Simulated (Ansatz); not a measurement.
# TiOs: the cost of one run

Method: DFT PBEsol, scalar-relativistic, in Ansatz 0.2.0.

## Step 1: The structure to begin with

It takes space group Pm-3m (No. 221, cubic). Conventional cell: a = 3.080 Å, b = 3.080 Å, c = 3.080 Å, α = 90.00°, β = 90.00°, γ = 90.00°. Around Ti (site symmetry m-3m) lie 8 Os at 2.67 Å. Around Os (site symmetry m-3m) lie 8 Ti at 2.67 Å.

Structure file:

```cif
data_structure
_symmetry_space_group_name_H-M 'Pm-3m'
_symmetry_Int_Tables_number 221
_cell_length_a 3.0800
_cell_length_b 3.0800
_cell_length_c 3.0800
_cell_angle_alpha 90.000
_cell_angle_beta 90.000
_cell_angle_gamma 90.000
_cell_volume 29.22
loop_
_atom_site_label
_atom_site_type_symbol
_atom_site_symmetry_multiplicity
_atom_site_Wyckoff_symbol
_atom_site_fract_x
_atom_site_fract_y
_atom_site_fract_z
_atom_site_occupancy
Ti1 Ti 1 b 0.50000 0.50000 0.50000 1
Os1 Os 1 a 0.00000 0.00000 0.00000 1
```

The file gives the conventional cell by its symmetry; the runs use the cell typed in the input.

The structure is an experimental refinement, used without relaxation.

Atoms are numbered in the order of the input: Ti1, Os2.

## Step 2: Volume × 0.94, LAPW

input.yaml

```yaml
crystal:
  lattice:
    - [3.0171252148, 0.0, 0.0]
    - [0.0, 3.0171252148, 0.0]
    - [0.0, 0.0, 3.0171252148]
  atoms:
    - { symbol: Ti, position: [0.5, 0.5, 0.5] }
    - { symbol: Os, position: [0.0, 0.0, 0.0] }
kpoints:
  mp_grid: { grid: [13, 13, 13] }
  band_path:
    path:
      - [0.0, 0.0, 0.0]
      - [0.0, 0.5, 0.0]
      - [0.5, 0.5, 0.0]
      - [0.0, 0.0, 0.0]
      - [0.5, 0.5, 0.5]
      - [0.0, 0.5, 0.0]
      - [0.5, 0.5, 0.5]
      - [0.5, 0.5, 0.0]
    npoints: 5
scf:
  occupations: { method: fermi_dirac, width: 0.03 }
hamiltonian:
  xc: pbesol
  pseudopotentials: { kind: all_electron, lapw: { basis_error: 0.0005 } }
output:
  forces: true
  stress: true
  eigenvalues: true
```

Command:

```sh
> ansatz run input.yaml --threads 1 --pin off --max-ram 3072MiB --backend cpu --events-out ev --progress --plain --runs-dir out
```

Q: Estimate wall time and peak memory on 1 thread of Intel Xeon Platinum 8488C (Sapphire Rapids), shared host.

About 28 s, with a peak of 0.54 GiB.
